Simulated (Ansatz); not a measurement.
# B2O (P-3m1): how the settings move a calculation

Aim: see which settings change the result for B2O (P-3m1), by how much, and at what cost.

Program: Ansatz 0.2.0. Level of theory: reference: DFT PBE, scalar-relativistic, plane waves, PAW. These are calculated values, not measurements.

2 further runs of the same task are left out: 2 set aside as unsound or not needed. Runs told in other sessions of the task aren't counted.

**1. The system as given**

The structure is trigonal, space group P-3m1 (No. 164). Conventional cell: a = 2.879 Å, b = 2.879 Å, c = 7.052 Å, α = 90.00°, β = 90.00°, γ = 120.00°. Around B (site symmetry 3m) lie 1 B at 1.69 Å and 3 O at 1.74 Å. B (site symmetry 3m) is surrounded by 3 B at 1.69 Å. O (site symmetry 3m) has 4 B at 1.74 to 2.00 Å in its first shell of neighbours.

As a file:

```cif
data_structure
_symmetry_space_group_name_H-M 'P 1'
_symmetry_Int_Tables_number 1
_cell_length_a 2.8790
_cell_length_b 2.8790
_cell_length_c 7.0520
_cell_angle_alpha 90.000
_cell_angle_beta 90.000
_cell_angle_gamma 120.000
_cell_volume 50.62
loop_
_atom_site_label
_atom_site_type_symbol
_atom_site_fract_x
_atom_site_fract_y
_atom_site_fract_z
_atom_site_occupancy
B1 B 0.00000 0.00000 0.38000 1
B2 B 0.00000 0.00000 0.62000 1
B3 B 0.66667 0.33333 0.02300 1
B4 B 0.33333 0.66667 0.97700 1
O1 O 0.66667 0.33333 0.30600 1
O2 O 0.33333 0.66667 0.69400 1
```

**2. The reference run**

Contents of input.yaml:

```yaml
crystal:
  lattice:
    - [2.8790007788, 0.0, 0.0]
    - [-1.4395003894, 2.493287812, 0.0]
    - [0.0, 0.0, 7.0519988716]
  atoms:
    - { symbol: B, position: [0.0, 0.0, 0.38] }
    - { symbol: B, position: [0.0, 0.0, 0.62] }
    - { symbol: B, position: [0.6666666667, 0.3333333333, 0.023] }
    - { symbol: B, position: [0.3333333333, 0.6666666667, 0.977] }
    - { symbol: O, position: [0.6666666667, 0.3333333333, 0.306] }
    - { symbol: O, position: [0.3333333333, 0.6666666667, 0.694] }
basis:
  ecutwfc: 420
  ecutrho_ratio: 4
kpoints:
  mp_grid: { grid: [10, 10, 4] }
hamiltonian:
  xc: pbe
scf:
  occupations: { method: gaussian, width: 0.05 }
output:
  forces: true
  stress: true
  eigenvalues: true
relax:
  f_tol: 0.015
  max_steps: 40
  cell: { stress_tol: 0.15, fix: [volume] }
```

The run is started by

```console
ansatz run input.yaml --threads 4 --pin off --max-ram 8192MiB --backend cpu --events-out ev --progress --plain --runs-dir out
```

**3. Changing settings: symmetry.detect false, ecutwfc 44.1 Ry, chi_scale 0.1**

Contents of input.yaml:

```yaml
crystal:
  lattice:
    - [2.537167671706, 0.0, 0.0]
    - [-1.268583835853, 2.197251657358, 2.522617414825e-31]
    - [0.0, 7.134954527656e-31, 9.080242786634]
  atoms:
    - { symbol: B, position: [5.682714293448e-32, 2.914223807106e-31, 0.4043075611145] }
    - { symbol: B, position: [-1.610264752716e-31, -3.246804680113e-31, 0.5956924388855] }
    - { symbol: B, position: [0.6666666666667, 0.3333333333333, 0.03052071273409] }
    - { symbol: B, position: [0.3333333333333, 0.6666666666667, 0.9694792872659] }
    - { symbol: O, position: [0.6666666666667, 0.3333333333333, 0.3435238880114] }
    - { symbol: O, position: [0.3333333333333, 0.6666666666667, 0.6564761119886] }
  symmetry: { detect: false }
basis:
  ecutwfc: "44.1 Ry"
  ecutrho_ratio: 4
kpoints:
  mp_grid: { grid: [10, 10, 4] }
hamiltonian:
  xc: pbe
scf:
  occupations: { method: gaussian, width: 0.05 }
  initial_density: { chi_scale: 0.1 }
output:
  forces: true
  stress: true
```

**4. Variant: structure, xc lda, occupations.width 0.2, spin_polarized true**

Contents of input.yaml:

```yaml
crystal:
  lattice:
    - [2.537167671706, 0.0, 0.0]
    - [-1.268583835853, 2.197251657358, 2.522617414825e-31]
    - [0.0, 7.134954527656e-31, 9.080242786634]
  atoms:
    - { symbol: B, position: [5.682714293448e-32, 2.914223807106e-31, 0.4043075611145] }
    - { symbol: B, position: [-1.610264752716e-31, -3.246804680113e-31, 0.5956924388855] }
    - { symbol: B, position: [0.6666666666667, 0.3333333333333, 0.03052071273409] }
    - { symbol: B, position: [0.3333333333333, 0.6666666666667, 0.9694792872659] }
    - { symbol: O, position: [0.6666666666667, 0.3333333333333, 0.3435238880114] }
    - { symbol: O, position: [0.3333333333333, 0.6666666666667, 0.6564761119886] }
basis:
  ecutwfc: 420
  ecutrho_ratio: 4
kpoints:
  mp_grid: { grid: [10, 10, 4] }
hamiltonian:
  xc: lda
scf:
  occupations: { method: gaussian, width: 0.2 }
output:
  forces: true
  stress: true
  write_density: true
  write_potential: true
  elf: true
  volumetric_format: npy
magnetization:
  spin_polarized: true
```

**Question.** What will these runs give? Wanted: for each run, ending; energy change; pressure; gap; force.

As calculated:

| run | ending | energy change | pressure (GPa) | gap (eV) | force (eV/Å) | cycles | time |
| --- | --- | --- | --- | --- | --- | --- | --- |
| reference | converged | 0 | 5.8 | 0.00 | 0.01 | - | 18 s |
| 1: symmetry.detect false, ecutwfc 44.1 Ry, chi_scale 0.1 | converged | -3.2 meV/atom | 5.8 | 0.00 | 0.01 | 10 | 9.2 s |
| 2: structure, xc lda, occupations.width 0.2, spin_polarized true | converged | not comparable | -3.1 | 0.00 | 0.42 | 13 | 2 s |

Times don't compare one to one where runs were asked for different outputs or read a saved state (see the inputs); cycles may leave out searches for a lower state.

What this shows: «symmetry.detect false, ecutwfc 44.1 Ry, chi_scale 0.1» moves the energy by -3.2 meV/atom.
